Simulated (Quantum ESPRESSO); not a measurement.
# InSb3 (Pm-3m) in Quantum ESPRESSO: further runs

One crystal, InSb3, is run at these levels: r2SCAN; tasks: band structure, single point, equation of state.

Everything below comes from runs of Quantum ESPRESSO 7.5. Logs are shortened: lines on timing, memory, paths and dates and some standing lists are left out, and cuts for length are marked.

**1. The crystal as given**

Symmetry: Pm-3m, No. 221, cubic system. Conventional cell: a = 4.806 Å, b = 4.806 Å, c = 4.806 Å, α = 90.00°, β = 90.00°, γ = 90.00°. Sb (site symmetry 4/mmm) has 8 Sb at 3.40 Å and 4 In at 3.40 Å as nearest neighbours. In (site symmetry m-3m) is surrounded by 12 Sb at 3.40 Å.

The cell comes from a database or a generator and needn't be the stable form of this composition.

**2. Band structure, r2SCAN**

Contents of pw.in:

```
&CONTROL
  calculation = 'scf'
  prefix = 'pwscf'
  outdir = './tmp'
  pseudo_dir = './pseudo'
  tprnfor = .true.
  tstress = .true.
  disk_io = 'low'
/
&SYSTEM
  ibrav = 0
  nat = 4
  ntyp = 2
  ecutwfc = 70
  nbnd = 39
  input_dft = 'r2scan'
  occupations = 'smearing'
  smearing = 'fd'
  degauss = 0.00367493
  nosym = .true.
/
&ELECTRONS
  conv_thr = 1d-08
  electron_maxstep = 120
  mixing_beta = 0.5
/
ATOMIC_SPECIES
Sb   121.7600 Sb_ONCV_PBE-1.2.upf
In   114.8180 In_ONCV_PBE-1.2.upf
CELL_PARAMETERS angstrom
   4.8063670000    0.0000000000    0.0000000000
   0.0000000000    4.8063670000    0.0000000000
   0.0000000000    0.0000000000    4.8063670000
ATOMIC_POSITIONS crystal
Sb     0.5000000000    0.5000000000    0.0000000000
Sb     0.0000000000    0.5000000000    0.5000000000
Sb     0.5000000000    0.0000000000    0.5000000000
In     0.0000000000    0.0000000000    0.0000000000
K_POINTS automatic
4 4 4 0 0 0
```

Contents of bands.in:

```
&CONTROL
  calculation = 'bands'
  prefix = 'pwscf'
  outdir = './tmp'
  pseudo_dir = './pseudo'
  disk_io = 'low'
  verbosity = 'high'
/
&SYSTEM
  ibrav = 0
  nat = 4
  ntyp = 2
  ecutwfc = 70
  nbnd = 39
  input_dft = 'r2scan'
  occupations = 'smearing'
  smearing = 'fd'
  degauss = 0.00367493
  nosym = .true.
/
&ELECTRONS
  conv_thr = 1d-08
  electron_maxstep = 120
  mixing_beta = 0.5
  diago_full_acc = .true.
  startingwfc = 'random'
/
ATOMIC_SPECIES
Sb   121.7600 Sb_ONCV_PBE-1.2.upf
In   114.8180 In_ONCV_PBE-1.2.upf
CELL_PARAMETERS angstrom
   4.8063670000    0.0000000000    0.0000000000
   0.0000000000    4.8063670000    0.0000000000
   0.0000000000    0.0000000000    4.8063670000
ATOMIC_POSITIONS crystal
Sb     0.5000000000    0.5000000000    0.0000000000
Sb     0.0000000000    0.5000000000    0.5000000000
Sb     0.5000000000    0.0000000000    0.5000000000
In     0.0000000000    0.0000000000    0.0000000000
K_POINTS crystal
60
 0.0000000000  0.0000000000  0.0000000000 1
 0.0000000000  0.0714285714  0.0000000000 1
 0.0000000000  0.1428571429  0.0000000000 1
 0.0000000000  0.2142857143  0.0000000000 1
 0.0000000000  0.2857142857  0.0000000000 1
 0.0000000000  0.3571428571  0.0000000000 1
 0.0000000000  0.4285714286  0.0000000000 1
 0.0000000000  0.5000000000  0.0000000000 1
 0.0714285714  0.5000000000  0.0000000000 1
 0.1428571429  0.5000000000  0.0000000000 1
 0.2142857143  0.5000000000  0.0000000000 1
 0.2857142857  0.5000000000  0.0000000000 1
 0.3571428571  0.5000000000  0.0000000000 1
 0.4285714286  0.5000000000  0.0000000000 1
 0.5000000000  0.5000000000  0.0000000000 1
 0.4545454545  0.4545454545  0.0000000000 1
 0.4090909091  0.4090909091  0.0000000000 1
 0.3636363636  0.3636363636  0.0000000000 1
 0.3181818182  0.3181818182  0.0000000000 1
 0.2727272727  0.2727272727  0.0000000000 1
 0.2272727273  0.2272727273  0.0000000000 1
 0.1818181818  0.1818181818  0.0000000000 1
 0.1363636364  0.1363636364  0.0000000000 1
 0.0909090909  0.0909090909  0.0000000000 1
 0.0454545455  0.0454545455  0.0000000000 1
 0.0000000000  0.0000000000  0.0000000000 1
 0.0357142857  0.0357142857  0.0357142857 1
 0.0714285714  0.0714285714  0.0714285714 1
 0.1071428571  0.1071428571  0.1071428571 1
 0.1428571429  0.1428571429  0.1428571429 1
 0.1785714286  0.1785714286  0.1785714286 1
 0.2142857143  0.2142857143  0.2142857143 1
 0.2500000000  0.2500000000  0.2500000000 1
 0.2857142857  0.2857142857  0.2857142857 1
 0.3214285714  0.3214285714  0.3214285714 1
 0.3571428571  0.3571428571  0.3571428571 1
 0.3928571429  0.3928571429  0.3928571429 1
 0.4285714286  0.4285714286  0.4285714286 1
 0.4642857143  0.4642857143  0.4642857143 1
 0.5000000000  0.5000000000  0.5000000000 1
 0.4545454545  0.5000000000  0.4545454545 1
 0.4090909091  0.5000000000  0.4090909091 1
 0.3636363636  0.5000000000  0.3636363636 1
 0.3181818182  0.5000000000  0.3181818182 1
 0.2727272727  0.5000000000  0.2727272727 1
 0.2272727273  0.5000000000  0.2272727273 1
 0.1818181818  0.5000000000  0.1818181818 1
 0.1363636364  0.5000000000  0.1363636364 1
 0.0909090909  0.5000000000  0.0909090909 1
 0.0454545455  0.5000000000  0.0454545455 1
 0.0000000000  0.5000000000  0.0000000000 1
 0.5000000000  0.5000000000  0.0000000000 1
 0.5000000000  0.5000000000  0.0625000000 1
 0.5000000000  0.5000000000  0.1250000000 1
 0.5000000000  0.5000000000  0.1875000000 1
 0.5000000000  0.5000000000  0.2500000000 1
 0.5000000000  0.5000000000  0.3125000000 1
 0.5000000000  0.5000000000  0.3750000000 1
 0.5000000000  0.5000000000  0.4375000000 1
 0.5000000000  0.5000000000  0.5000000000 1
```

Potentials or basis: SG15 PBE 1.2.

Started as:

```sh
> OMP_NUM_THREADS=1 mpirun -n 2 pw.x -nk 2 -in pw.in > pw.out
> OMP_NUM_THREADS=1 mpirun -n 2 pw.x -nk 2 -in bands.in > bands.out
```

pw.out:

```text
This program is part of the open-source Quantum ESPRESSO suite
     for quantum simulation of materials; please cite
         "P. Giannozzi et al., J. Phys.:Condens. Matter 21 395502 (2009);
         "P. Giannozzi et al., J. Phys.:Condens. Matter 29 465901 (2017);
         "P. Giannozzi et al., J. Chem. Phys. 152 154105 (2020);
     in publications or presentations arising from this work. More details at

     IMPORTANT: XC functional enforced from input :
     Exchange-correlation= R2SCAN
                           (   0   0   0   0   0 497 498)
     Any further DFT definition will be discarded
     Please, verify this is what you really want

     K-points division:     npool     =       2
     Subspace diagonalization in iterative solution of the eigenvalue problem:
     a serial algorithm will be used

     G-vector sticks info
     --------------------
     sticks:   dense  smooth     PW     G-vecs:    dense   smooth      PW
     Sum        1853    1853    517                59373    59373    9045

     Using Slab Decomposition

     bravais-lattice index     =            0
     lattice parameter (alat)  =       9.0827  a.u.
     unit-cell volume          =     749.2856 (a.u.)^3
     number of atoms/cell      =            4
     number of atomic types    =            2
     number of electrons       =        58.00
     number of Kohn-Sham states=           39
     kinetic-energy cutoff     =      70.0000  Ry
     charge density cutoff     =     280.0000  Ry
     scf convergence threshold =      1.0E-08
     mixing beta               =       0.5000
     number of iterations used =            8  plain     mixing
     Exchange-correlation= R2SCAN
                           (   0   0   0   0   0 497 498)

     celldm(1)=   9.082717  celldm(2)=   0.000000  celldm(3)=   0.000000
     celldm(4)=   0.000000  celldm(5)=   0.000000  celldm(6)=   0.000000

     crystal axes: (cart. coord. in units of alat)
               a(1) = (   1.000000   0.000000   0.000000 )
               a(2) = (   0.000000   1.000000   0.000000 )
               a(3) = (   0.000000   0.000000   1.000000 )

     reciprocal axes: (cart. coord. in units 2 pi/alat)
               b(1) = (  1.000000  0.000000  0.000000 )
               b(2) = (  0.000000  1.000000  0.000000 )
               b(3) = (  0.000000  0.000000  1.000000 )

     PseudoPot. # 1 for Sb read from file:
     Sb_ONCV_PBE-1.2.upf
     Pseudo is Norm-conserving, Zval = 15.0
     Generated using ONCVPSP code by D. R. Hamann
     Using radial grid of  602 points,  6 beta functions with:
                l(1) =   0
                l(2) =   0
                l(3) =   1
                l(4) =   1
                l(5) =   2
                l(6) =   2

     PseudoPot. # 2 for In read from file:
     In_ONCV_PBE-1.2.upf
     Pseudo is Norm-conserving, Zval = 13.0
     Generated using ONCVPSP code by D. R. Hamann
     Using radial grid of  602 points,  6 beta functions with:
                l(1) =   0
                l(2) =   0
                l(3) =   1
                l(4) =   1
                l(5) =   2
                l(6) =   2

     atomic species   valence    mass     pseudopotential
     Sb               15.00   121.76000     Sb( 1.00)
     In               13.00   114.81800     In( 1.00)

     No symmetry found

   Cartesian axes

     site n.     atom                  positions (alat units)
         1        Sb     tau(   1) = (   0.5000000   0.5000000   0.0000000  )
         2        Sb     tau(   2) = (   0.0000000   0.5000000   0.5000000  )
         3        Sb     tau(   3) = (   0.5000000   0.0000000   0.5000000  )
         4        In     tau(   4) = (   0.0000000   0.0000000   0.0000000  )

     number of k points=    36  Fermi-Dirac smearing, width (Ry)=  0.0037
                       cart. coord. in units 2pi/alat
        k(    1) = (   0.0000000   0.0000000   0.0000000), wk =   0.0312500
        k(    2) = (   0.0000000   0.0000000   0.2500000), wk =   0.0625000
[... 51 lines left out ...]
     estimated scf accuracy    <       0.00000003 Ry

     iteration # 11     ecut=    70.00 Ry     beta= 0.50
     Davidson diagonalization with overlap
     ethr =  5.36E-11,  avg # of iterations =  3.2

     End of self-consistent calculation

          k = 0.0000 0.0000 0.0000 (  7441 PWs)   bands (ev):

   -16.3237 -16.3215 -16.3215 -16.3215 -16.2537 -16.2537 -16.2417 -16.2417
   -16.2231 -16.2231 -16.2231 -16.1943 -16.1943 -16.1943 -16.1731  -1.8905
    -1.8905  -1.8724  -1.8724  -1.8724  -0.1588   4.6399   4.6399   8.1624
     8.1624   8.1624   8.7973  13.0355  13.0355  13.0355  14.4461  14.4461
    14.4461  18.1614  18.1614  18.2765  18.6424  18.6424  18.6424

          k = 0.0000 0.0000 0.2500 (  7392 PWs)   bands (ev):

   -16.3202 -16.3144 -16.3035 -16.3035 -16.2620 -16.2533 -16.2411 -16.2329
   -16.2244 -16.2240 -16.2239 -16.2125 -16.2125 -16.1943 -16.1815  -1.8869
    -1.8824  -1.8801  -1.8801  -1.8723   0.2291   3.3740   4.7005   7.8720
     8.6252   8.6252  11.0450  12.0599  12.0599  12.2146  13.2333  14.3035
    14.3035  17.7873  18.1686  18.1686  18.8540  18.9683  20.1040

          k = 0.0000 0.0000-0.5000 (  7464 PWs)   bands (ev):
[... 233 lines left out ...]
   -16.2935 -16.2935 -16.2909 -16.2707 -16.2707 -16.2630 -16.2564 -16.2509
   -16.2509 -16.2488 -16.2178 -16.2123 -16.1972 -16.1927 -16.1927  -1.9196
    -1.9013  -1.9013  -1.8639  -1.8548   2.7873   2.8019   2.8019   6.2054
     7.9547   8.6200   8.6200   9.7452  14.0222  14.4154  14.4154  16.0557
    16.1904  16.7783  18.5245  18.5245  21.5022  21.5022  21.8636

          k =-0.5000 0.2500-0.2500 (  7398 PWs)   bands (ev):

   -16.3021 -16.2881 -16.2834 -16.2781 -16.2687 -16.2634 -16.2540 -16.2536
   -16.2425 -16.2318 -16.2192 -16.2150 -16.2132 -16.1995 -16.1897  -1.9059
    -1.9014  -1.8906  -1.8691  -1.8621   1.8222   2.4625   3.7443   6.7686
     7.9757   8.4286  10.1406  11.2950  12.3693  13.6850  14.5208  14.6049
    15.4350  16.7452  17.1532  17.8699  20.8818  21.5677  21.7464

          k =-0.5000-0.5000 0.0000 (  7380 PWs)   bands (ev):

   -16.2902 -16.2902 -16.2763 -16.2713 -16.2595 -16.2595 -16.2574 -16.2574
   -16.2435 -16.2396 -16.2266 -16.2167 -16.2122 -16.2010 -16.2010  -1.9231
    -1.8862  -1.8862  -1.8745  -1.8562   2.5432   2.5553   2.5553   5.7600
    10.0512  10.9616  10.9616  11.2702  11.4976  11.4976  12.0112  13.9358
    15.9528  16.1468  18.1934  18.1934  21.0221  21.0221  21.3860

          k =-0.5000-0.5000 0.2500 (  7416 PWs)   bands (ev):

   -16.2934 -16.2934 -16.2909 -16.2707 -16.2707 -16.2630 -16.2564 -16.2509
   -16.2509 -16.2488 -16.2178 -16.2123 -16.1972 -16.1927 -16.1927  -1.9196
    -1.9013  -1.9013  -1.8639  -1.8548   2.7873   2.8019   2.8019   6.2054
     7.9547   8.6200   8.6200   9.7452  14.0222  14.4154  14.4154  16.0557
    16.1904  16.7784  18.5245  18.5245  21.5022  21.5022  21.8636

          k =-0.5000-0.5000-0.5000 (  7400 PWs)   bands (ev):

   -16.2978 -16.2978 -16.2978 -16.2746 -16.2746 -16.2746 -16.2544 -16.2493
   -16.2493 -16.2493 -16.2125 -16.2125 -16.1855 -16.1855 -16.1855  -1.9161
    -1.9161  -1.9161  -1.8533  -1.8533   3.1037   3.1037   3.1037   6.8298
     7.5175   7.5175   7.5175   7.5740  16.1668  16.1668  16.2356  16.2356
    16.2356  19.2358  19.2358  19.2358  21.8814  21.8814  21.8814

     the Fermi energy is    12.3893 ev

!    total energy              =    -524.83987982 Ry
     estimated scf accuracy    <          6.7E-10 Ry
     smearing contrib. (-TS)   =      -0.00149251 Ry
     internal energy E=F+TS    =    -524.83838731 Ry

     The total energy is F=E-TS. E is the sum of the following terms:
     one-electron contribution =    -135.20873217 Ry
     hartree contribution      =      94.44447636 Ry
     xc contribution           =     -58.80125211 Ry
     ewald contribution        =    -425.27287939 Ry

     convergence has been achieved in  11 iterations

     Forces acting on atoms (cartesian axes, Ry/au):

     atom    1 type  1   force =    -0.00000082    0.00000671    0.00000823
     atom    2 type  1   force =     0.00000066    0.00000872   -0.00002249
     atom    3 type  1   force =    -0.00000137   -0.00000340   -0.00002162
     atom    4 type  2   force =     0.00000153   -0.00001204    0.00003588

     Total force =     0.000051     Total SCF correction =     0.000039
     SCF correction compared to forces is large: reduce conv_thr to get better values

     Computing stress (Cartesian axis) and pressure

          total   stress  (Ry/bohr**3)                   (kbar)     P=      -15.72
  -0.00010687   0.00000000   0.00000000          -15.72        0.00        0.00
   0.00000000  -0.00010687   0.00000000            0.00      -15.72        0.00
   0.00000000   0.00000000  -0.00010687            0.00        0.00      -15.72

=------------------------------------------------------------------------------=
   JOB DONE.
=------------------------------------------------------------------------------=
```

Run time: 11 min. Hardware: 2 MPI ranks of Arm Neoverse V2, shared host; peak memory 0.42 GiB.

Results:

- Free energy: -7140.8103 eV
- Pressure: -1.6 GPa
- Band gap on the k mesh: none (metal or under the smearing width)

Levels at the corners of the path, in eV from the Fermi level:
```csv
point,band 24,band 25,band 26,band 27,band 28,band 29,band 30,band 31,band 32,band 33
Γ,-4.23,-4.23,-4.23,-3.59,0.65,0.65,0.65,2.06,2.06,2.06
X,-4.37,-2.77,-2.77,-1.90,-1.90,-0.78,-0.48,2.10,2.46,2.46
M,-6.63,-2.34,-1.43,-1.43,-1.12,-0.89,-0.89,-0.38,1.55,3.56
Γ,-4.23,-4.23,-4.23,-3.59,0.65,0.65,0.65,2.06,2.06,2.06
R,-5.56,-4.87,-4.87,-4.87,-4.82,3.78,3.78,3.85,3.85,3.85
X,-4.37,-2.77,-2.77,-1.90,-1.90,-0.78,-0.48,2.10,2.46,2.46
M,-6.63,-2.34,-1.43,-1.43,-1.12,-0.89,-0.89,-0.38,1.55,3.56
R,-5.56,-4.87,-4.87,-4.87,-4.82,3.78,3.78,3.85,3.85,3.85
```

Caveat: the k mesh is coarse; the potentials were made for another functional, which shifts forces and pressure; spin-orbit coupling is left out, which moves the levels of the heavy elements.

**3. Single point, r2SCAN, 26.09 Å³/atom**

Changes to pw.in since step 2:

```diff
@@ -7,3 +7,3 @@
   tstress = .true.
-  disk_io = 'low'
+  disk_io = 'nowf'
 /
@@ -20,2 +20,5 @@
   nosym = .true.
+  nr1 = 60
+  nr2 = 60
+  nr3 = 60
 /
@@ -30,5 +33,5 @@
 CELL_PARAMETERS angstrom
-   4.8063670000    0.0000000000    0.0000000000
-   0.0000000000    4.8063670000    0.0000000000
-   0.0000000000    0.0000000000    4.8063670000
+   4.7082503466    0.0000000000    0.0000000000
+   0.0000000000    4.7082503466    0.0000000000
+   0.0000000000    0.0000000000    4.7082503466
 ATOMIC_POSITIONS crystal
@@ -39,2 +42,2 @@
 K_POINTS automatic
-4 4 4 0 0 0
+3 3 3 0 0 0
```

Potentials or basis: SG15 PBE 1.2.

Started as:

```sh
> OMP_NUM_THREADS=1 mpirun -n 2 pw.x -nk 2 -in pw.in > pw.out
```

It took 2.2 min on 2 MPI ranks of Arm Neoverse V2, shared host; peak memory 0.36 GiB.

Results (log left out):

- Free energy: -7140.9724 eV
- Pressure: 1.1 GPa
- Band gap on the k mesh: none (metal or under the smearing width)

Caveat: the k mesh is coarse (spacing up to 0.44 Å⁻¹), so the values aren't converged; the potentials were made for another functional, which shifts forces and pressure.

**4. Single point, r2SCAN, 26.65 Å³/atom**

Changes to pw.in since step 3:

```diff
@@ -33,5 +33,5 @@
 CELL_PARAMETERS angstrom
-   4.7082503466    0.0000000000    0.0000000000
-   0.0000000000    4.7082503466    0.0000000000
-   0.0000000000    0.0000000000    4.7082503466
+   4.7414081316    0.0000000000    0.0000000000
+   0.0000000000    4.7414081316    0.0000000000
+   0.0000000000    0.0000000000    4.7414081316
 ATOMIC_POSITIONS crystal
```

Started as:

```sh
> OMP_NUM_THREADS=1 mpirun -n 2 pw.x -nk 2 -in pw.in > pw.out
```

Run time: 2 min. Hardware: 2 MPI ranks of Arm Neoverse V2, shared host; peak memory 0.38 GiB.

It converged, with:

```yaml
Free_energy: -7140.9789 eV
Pressure: -0.2 GPa
Band_gap_on_the_k_mesh: none (metal or under the smearing width)
```

Caveat: the k mesh is coarse (spacing up to 0.44 Å⁻¹), so the values aren't converged; the potentials were made for another functional, which shifts forces and pressure.

(Part 1 of 2 ends here.)
